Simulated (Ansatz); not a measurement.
This script drives Ansatz's Python interface.

`bands_lamg3.py`
```python
"""Band structure of LaMg3."""

from pathlib import Path

import ansatz
import numpy as np

vectors = np.array([
    [4.752653, 0.0, 0.0],
    [0.0, 4.752653, 0.0],
    [0.0, 0.0, 4.966865],
])
structure = (
    ansatz.Lattice.of(vectors)
    .atom("La", (0.0, 0.0, 0.0))
    .atom("Mg", (0.5, 0.0, 0.5))
    .atom("Mg", (0.5, 0.5, 0.0))
    .atom("Mg", (0.0, 0.5, 0.5))
)

# high-symmetry points in fractions of the reciprocal vectors
path = [
    ("G", (0.0, 0.0, 0.0)),
    ("X", (0.0, 0.5, 0.0)),
    ("M", (0.5, 0.5, 0.0)),
    ("G", (0.0, 0.0, 0.0)),
    ("Z", (0.0, 0.0, 0.5)),
    ("R", (0.0, 0.5, 0.5)),
    ("A", (0.5, 0.5, 0.5)),
    ("Z", (0.0, 0.0, 0.5)),
]
calculation = (
    structure.calculation()
    .functional(ansatz.Functional.R2SCAN)
    .basis(650)
    .kpoints(spacing=0.29)
    .occupations("Marzari-Vanderbilt", width=0.1)
    .band_structure([point for _, point in path], intervals=10)
    .scf(extra_bands=6)
    .density()
    .potential()
    .electron_localization_function()
    .output_files(volumetric_format="npy")
)
planned = calculation.session().plan(threads=1)
facts = planned.describe()
print("plan:", facts["n_bands"], "bands,", len(facts["kpoints_frac"]), "k-points, plane waves", facts["n_pw_range"], "grid", facts["fft_dense"])
result = planned.execute()
data = result.report

print("%-22s %14.5f eV" % ("F = E - TS", data["free_energy_ev"]))
print("%-22s %14.5f eV" % ("E", data["internal_energy_ev"]))
print("%-22s %14.5f eV" % ("Harris-Foulkes", data["harris_foulkes_ev"]))
print("%-22s %14.5f eV" % ("Fermi level", data["fermi_energy_ev"]))

folder = Path(result.write_results("fields"))
print("densities in e/A^3, potentials in eV, ELF without unit")
for name in sorted(p.name for p in folder.glob("*.npy")):
    field = np.load(folder / name)
    print(f"{name:16s} {str(field.shape):16s} min {field.min():10.4f}  mean {field.mean():10.4f}  max {field.max():10.4f}")

bands = result.band_structure()
fermi = bands.fermi_energy_ev
print(f"zero of the bands: {fermi:.3f} eV, the Fermi level found on the SCF mesh")
for spin, channel in enumerate(bands.channels):
    levels = channel.eigenvalues_ev - fermi
    crossing = [b for b in range(levels.shape[1]) if levels[:, b].min() < 0 < levels[:, b].max()]
    print(f"channel {spin}: bands that cross the Fermi level on this path:", [b + 1 for b in crossing] or "none")
    shown = crossing or sorted(np.argsort(np.abs(levels).min(axis=0))[:2])
    for k, row in zip(bands.kpoints_frac, levels[:, shown]):
        print(f"{k[0]:7.3f} {k[1]:7.3f} {k[2]:7.3f}  ", " ".join(f"{e:8.3f}" for e in row))
```

It is started by `python bands_lamg3.py`. How long does it take on 1 thread of Arm Neoverse N1, on a shared host, and how much memory does it need?

It took about 34 s, with a peak of 0.75 GiB, for 1 run of the engine.

```console
$ python bands_lamg3.py
plan: 27 bands, 18 k-points, plane waves [4188, 4248] grid [40, 40, 45]
F = E - TS               -12044.04297 eV
E                        -12044.04648 eV
Harris-Foulkes           -12044.04297 eV
Fermi level                   6.71030 eV
densities in e/A^3, potentials in eV, ELF without unit
elf.npy          (40, 40, 45)     min     0.0013  mean     0.3798  max     0.8505
rho.npy          (40, 40, 45)     min     0.0425  mean     0.3655  max    31.5131
v_es.npy         (40, 40, 45)     min   -94.7735  mean     2.6200  max    10.7875
v_tot.npy        (40, 40, 45)     min  -112.8422  mean    -6.4551  max     4.0722
zero of the bands: 6.710 eV, the Fermi level found on the SCF mesh
channel 0: bands that cross the Fermi level on this path: [20, 21, 22]
  0.000   0.000   0.000      0.422    0.839    0.839
  0.000   0.050   0.000      0.397    0.799    0.810
  0.000   0.100   0.000      0.326    0.722    0.728
  0.000   0.150   0.000      0.222    0.610    0.690
  0.000   0.200   0.000      0.101    0.475    0.754
  0.000   0.250   0.000     -0.023    0.340    0.913
  0.000   0.300   0.000     -0.138    0.216    1.144
  0.000   0.350   0.000     -0.235    0.112    1.404
  0.000   0.400   0.000     -0.308    0.035    1.544
  0.000   0.450   0.000     -0.353   -0.013    1.498
  0.000   0.500   0.000     -0.368   -0.029    1.476
  0.050   0.500   0.000     -0.356   -0.106    1.520
  0.100   0.500   0.000     -0.319   -0.301    1.548
  0.150   0.500   0.000     -0.523   -0.259    1.316
  0.200   0.500   0.000     -0.537   -0.178    1.087
  0.250   0.500   0.000     -0.606   -0.078    0.880
  0.300   0.500   0.000     -0.748    0.035    0.702
  0.350   0.500   0.000     -0.963    0.153    0.561
  0.400   0.500   0.000     -1.232    0.262    0.458
  0.450   0.500   0.000     -1.531    0.344    0.396
  0.500   0.500   0.000     -1.826    0.375    0.375
  0.450   0.450   0.000     -1.383    0.332    0.399
  0.400   0.400   0.000     -0.935    0.236    0.470
  0.350   0.350   0.000     -0.554    0.136    0.586
  0.300   0.300   0.000     -0.293    0.068    0.744
  0.250   0.250   0.000     -0.188    0.047    0.937
  0.200   0.200   0.000     -0.160    0.079    1.157
  0.150   0.150   0.000     -0.030    0.157    1.250
  0.100   0.100   0.000      0.267    0.283    1.049
  0.050   0.050   0.000      0.374    0.655    0.897
  0.000   0.000   0.000      0.422    0.839    0.839
  0.000   0.000   0.050      0.417    0.807    0.807
  0.000   0.000   0.100      0.422    0.720    0.720
  0.000   0.000   0.150      0.476    0.600    0.600
  0.000   0.000   0.200      0.468    0.468    0.595
  0.000   0.000   0.250      0.338    0.338    0.781
  0.000   0.000   0.300      0.222    0.222    1.020
  0.000   0.000   0.350      0.126    0.126    1.293
  0.000   0.000   0.400      0.054    0.054    1.568
  0.000   0.000   0.450      0.011    0.011    1.591
  0.000   0.000   0.500     -0.004   -0.004    1.573
  0.000   0.050   0.500     -0.089    0.008    1.618
  0.000   0.100   0.500     -0.305    0.043    1.665
  0.000   0.150   0.500     -0.537    0.102    1.454
  0.000   0.200   0.500     -0.569    0.181    1.238
  0.000   0.250   0.500     -0.656    0.277    1.039
  0.000   0.300   0.500     -0.813    0.387    0.866
  0.000   0.350   0.500     -1.036    0.501    0.728
  0.000   0.400   0.500     -1.308    0.606    0.627
  0.000   0.450   0.500     -1.608    0.566    0.685
  0.000   0.500   0.500     -1.875    0.545    0.714
  0.050   0.500   0.500     -1.842    0.526    0.681
  0.100   0.500   0.500     -1.744    0.475    0.592
  0.150   0.500   0.500     -1.584    0.407    0.475
  0.200   0.500   0.500     -1.367    0.337    0.351
  0.250   0.500   0.500     -1.101    0.190    0.237
  0.300   0.500   0.500     -0.799   -0.244    0.141
  0.350   0.500   0.500     -0.652   -0.479    0.067
  0.400   0.500   0.500     -1.022   -0.174    0.016
  0.450   0.500   0.500     -1.325   -0.015    0.059
  0.500   0.500   0.500     -1.464   -0.025    0.149
  0.450   0.450   0.500     -1.219   -0.003    0.012
  0.400   0.400   0.500     -0.796   -0.273    0.041
  0.350   0.350   0.500     -0.476   -0.465   -0.069
  0.300   0.300   0.500     -0.439   -0.309   -0.188
  0.250   0.250   0.500     -0.299   -0.231   -0.166
  0.200   0.200   0.500     -0.392   -0.172    0.262
  0.150   0.150   0.500     -0.463   -0.115    0.772
  0.100   0.100   0.500     -0.429   -0.061    1.295
  0.050   0.050   0.500     -0.132   -0.020    1.662
  0.000   0.000   0.500     -0.004   -0.004    1.573
```

Notes:
- Total energies depend on the potentials; only differences at equal settings carry meaning. A total without «per atom» is that of the cell as typed.
- The negative TS is no error: cold and Methfessel-Paxton smearing have a generalised entropy.
- The computed bands are complete only to about 2.0 eV above the Fermi level.
- For a metal this k-point mesh is coarse: on a finer one energies can move by several to tens of meV an atom and pressures by half a GPa or more, differences at one mesh by less.
- An absolute Fermi energy rests on an arbitrary zero of the periodic potential and has no direct meaning.
- Grid values close to the nuclei reflect the PAW or pseudopotential construction, not the all-electron fields.
- This cell is a computed structure, which may not be the phase found in nature.
- Gaps and levels are Kohn-Sham values on a finite set of k-points, without spin-orbit coupling.

(Lines on the test bed's own set-up are left out of the output.)
